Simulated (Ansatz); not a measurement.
# GeH3NO: up Jacob's ladder to CCSD(T)

The task here is to estimate one member of a computed series from the others.

Method: functionals in def2-TZVPP, the program's frozen cores in correlated methods; program: Ansatz 0.2.0, Gaussian basis.

Levels to be run: LDA (SPW92), PBE-D4, revPBE-D4, BLYP-D4, r2SCAN-D4, B97M-V, PBE0-D4, B3LYP-D4, r2SCANh-D4, r2SCAN0-D4, HSE06-D4, BHLYP-D4, CAM-B3LYP-D4, LC-ωPBE, ωB97X-V, ωB97M-V, B2PLYP, PBE-QIDH; CCSD(T)/def2-SVP; CCSD(T)/def2-TZVPP; MP2/def2-QZVPP; extrapolation to the limit; RPA on PBE.

## The relaxed structure

All runs share one geometry, relaxed beforehand with PBE0-D4 in a triple-zeta def2 set.

SMILES `[NH2][Ge][OH]`, 6 atoms, charge 0, spin multiplicity 1.

Atoms are counted from 1 here; the program's logs count them from 0.

Bond lengths: N1–Ge2 1.829 Å, N1–H4 1.008 Å, N1–H5 1.009 Å, Ge2–O3 1.793 Å, O3–H6 0.961 Å. Angles: Ge2–N1–H4 121.0°, Ge2–N1–H5 127.2°, H4–N1–H5 111.7°, N1–Ge2–O3 99.4°, Ge2–O3–H6 116.5°.

The first run:

The input, in.yaml:

```yaml
crystal:
  periodic: [false, false, false]
  atoms:
    - {symbol: N, position_ang: [-0.777933, 0.052091, -0.568645]}
    - {symbol: Ge, position_ang: [0.575347, -1.156153, -0.335717]}
    - {symbol: O, position_ang: [1.505341, -0.310125, 0.942580]}
    - {symbol: H, position_ang: [-1.512243, -0.113084, -1.239224]}
    - {symbol: H, position_ang: [-0.905369, 0.927833, -0.083104]}
    - {symbol: H, position_ang: [1.156857, 0.535438, 1.237710]}
basis:
  gaussian: {orbitals: def2-TZVPP}
hamiltonian: {xc: lda}
output: {orbitals: {seedname: orbitals}}
```

Started as:

```sh
> ansatz run in.yaml --threads 4 --pin off --events-out ev --progress --plain --max-ram 10444MiB
```

Among the steps run: LDA; PBE-D4 (GGA); revPBE-D4 (GGA); BLYP-D4 (GGA); r2SCAN-D4 (meta-GGA); B97M-V (meta-GGA); PBE0-D4 (hybrid); B3LYP-D4 (hybrid); r2SCANh-D4 (hybrid); r2SCAN0-D4 (hybrid); HSE06-D4 (hybrid); BHLYP-D4 (hybrid); CAM-B3LYP-D4 (range-separated); LC-ωPBE (range-separated); ωB97X-V (range-separated); ωB97M-V (range-separated); B2PLYP (double hybrid); PBE-QIDH (double hybrid).

One of the session's tables, all rows but one given; the rest of the session is left out.

It belongs to the step «Orbital energies across the functionals». 

```
  functional  HOMO (eV)  gap (eV)
 LDA (SPW92)      -6.39      4.36
      PBE-D4      -6.22      4.41
   revPBE-D4      -6.16      4.43
     BLYP-D4      -6.14      4.41
   r2SCAN-D4      -6.50      4.76
      B97M-V      -6.46      4.80
     PBE0-D4      -7.34      6.28
    B3LYP-D4      -7.20      5.91
  r2SCANh-D4      -6.92      5.46
  r2SCAN0-D4          ?         ?
    HSE06-D4      -6.94      5.51
    BHLYP-D4      -8.38      8.15
CAM-B3LYP-D4      -8.70      8.67
     LC-ωPBE      -9.95     11.05
     ωB97X-V      -9.63     10.65
     ωB97M-V      -9.56     10.47
```

Estimate the missing values for r2SCAN0-D4.

Worked estimate for «HOMO (eV)». Against the share of exact exchange, r2SCAN-D4 (0, -6.50), r2SCANh-D4 (0.1, -6.92) give a slope of -4.20 per unit share; at 0.25 the line stands at -7.55.

The run gave: HOMO (eV): -7.53; gap (eV): 6.51. In «HOMO (eV)» the line misses by -0.02.
